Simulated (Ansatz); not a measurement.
# CH₄SeSi (SMILES [SiH2]=C[SeH]): functionals against CCSD(T) at one geometry

Aim: energy, forces and dipole at a structure displaced at random from a GFN2-xTB minimum, from CCSD(T) and from density functionals.

Method: single points in def2-TZVPP; program: Ansatz 0.2.0, Gaussian basis.

Correlated methods freeze the cores. Filled d shells of the heavier atoms are correlated.

### Step 1. Starting geometry

SMILES `[SiH2]=C[SeH]`, 7 atoms, charge 0, spin multiplicity 1.

Atoms are counted from 1 here; the program's logs count them from 0.

Bond lengths: Si1–C2 1.823 Å, Si1–H4 1.574 Å, Si1–H5 1.570 Å, C2–Se3 2.012 Å, C2–H6 1.194 Å, Se3–H7 1.525 Å. Angles: C2–Si1–H4 123.2°, C2–Si1–H5 124.9°, H4–Si1–H5 111.3°, Si1–C2–Se3 123.2°, Si1–C2–H6 123.0°, Se3–C2–H6 109.2°, C2–Se3–H7 97.1°.

Coordinates:

| atom | x (Å) | y (Å) | z (Å) |
| --- | --- | --- | --- |
| Si1 | -1.1162 | 0.5324 | -0.6133 |
| C2 | 0.3176 | 0.1480 | 0.4455 |
| Se3 | 1.0733 | -1.7056 | 0.6458 |
| H4 | -1.6247 | -0.4220 | -1.7568 |
| H5 | -1.8606 | 1.9143 | -0.6494 |
| H6 | 0.6146 | 0.7993 | 1.4011 |
| H7 | 2.5461 | -1.3181 | 0.5666 |

### Step 2. CCSD(T)/def2-TZVPP

run/in.yaml

```yaml
crystal:
  periodic: [false, false, false]
  atoms:
    - {symbol: Si, position_ang: [-1.116200, 0.532400, -0.613300]}
    - {symbol: C, position_ang: [0.317600, 0.148000, 0.445500]}
    - {symbol: Se, position_ang: [1.073300, -1.705600, 0.645800]}
    - {symbol: H, position_ang: [-1.624700, -0.422000, -1.756800]}
    - {symbol: H, position_ang: [-1.860600, 1.914300, -0.649400]}
    - {symbol: H, position_ang: [0.614600, 0.799300, 1.401100]}
    - {symbol: H, position_ang: [2.546100, -1.318100, 0.566600]}
basis:
  gaussian: {orbitals: def2-TZVPP}
correlation: {method: ccsd_t}
output: {forces: true}
```

No record of the launch command was kept for these runs.

### Step 3. PBE0-D4/def2-TZVPP

run/in.yaml, as its differences from that of step 2:

```diff
@@ -12,3 +12,3 @@
   gaussian: {orbitals: def2-TZVPP}
-correlation: {method: ccsd_t}
-output: {forces: true}
+hamiltonian: {xc: pbe0, dispersion: d4}
+output: {forces: true, orbitals: {seedname: orbitals}}
```

### Step 4. wB97M-V/def2-TZVPP

run/in.yaml, as its differences from that of step 3:

```diff
@@ -12,3 +12,3 @@
   gaussian: {orbitals: def2-TZVPP}
-hamiltonian: {xc: pbe0, dispersion: d4}
-output: {forces: true, orbitals: {seedname: orbitals}}
+hamiltonian: {xc: {name: wB97M-V}}
+output: {forces: true}
```

### Step 5. r2SCAN-D4/def2-TZVPP

run/in.yaml, as its differences from that of step 4:

```diff
@@ -12,3 +12,3 @@
   gaussian: {orbitals: def2-TZVPP}
-hamiltonian: {xc: {name: wB97M-V}}
+hamiltonian: {xc: r2scan, dispersion: d4}
 output: {forces: true}
```

### Step 6. PBE-D4/def2-TZVPP

run/in.yaml, as its differences from that of step 5:

```diff
@@ -12,3 +12,3 @@
   gaussian: {orbitals: def2-TZVPP}
-hamiltonian: {xc: r2scan, dispersion: d4}
+hamiltonian: {xc: pbe, dispersion: d4}
 output: {forces: true}
```

### Step 7. r2SCAN0-D4/def2-TZVPP

run/in.yaml, as its differences from that of step 6:

```diff
@@ -12,3 +12,3 @@
   gaussian: {orbitals: def2-TZVPP}
-hamiltonian: {xc: pbe, dispersion: d4}
+hamiltonian: {xc: {name: r2SCAN0}, dispersion: d4}
 output: {forces: true}
```

### Step 8. BLYP-D4/def2-TZVPP

run/in.yaml, as its differences from that of step 7:

```diff
@@ -12,3 +12,3 @@
   gaussian: {orbitals: def2-TZVPP}
-hamiltonian: {xc: {name: r2SCAN0}, dispersion: d4}
+hamiltonian: {xc: {name: BLYP}, dispersion: d4}
 output: {forces: true}
```

(Steps that only read results are left out.)

**Question.** What will these runs give? Wanted: energy less free atoms, CCSD(T)/def2-TZVPP; RMS force component; RMS force error; HOMO and LUMO, PBE0-D4; T1 diagnostic.

As calculated:

| quantity | value |
| --- | --- |
| energy less free atoms, CCSD(T)/def2-TZVPP | -473.3 kcal/mol |
| RMS force component | 0.842 to 1.053 eV/Å over the methods |
| RMS force error | PBE0-D4 0.180, wB97M-V 0.235, r2SCAN-D4 0.122, PBE-D4 0.180, r2SCAN0-D4 0.204, BLYP-D4 0.188 eV/Å |
| HOMO and LUMO, PBE0-D4 | -6.14 and -1.94 eV |
| T1 diagnostic | 0.014 |

Against CCSD(T) the functionals' energies less atoms differ by -23.4 to -2.2 kcal/mol, PBE-D4 by -23.4 kcal/mol. CCSD(T) in triple zeta still lacks some correlation energy of the bonds, so part of these gaps is its own basis error and they don't rank the functionals. For forces r2SCAN-D4 does best and wB97M-V worst. Frozen-core CCSD(T) forces in triple zeta carry basis errors of their own, and this is one geometry, so small gaps rank nothing. The restricted Hartree–Fock reference is unstable towards an unrestricted one at one or more of these structures.
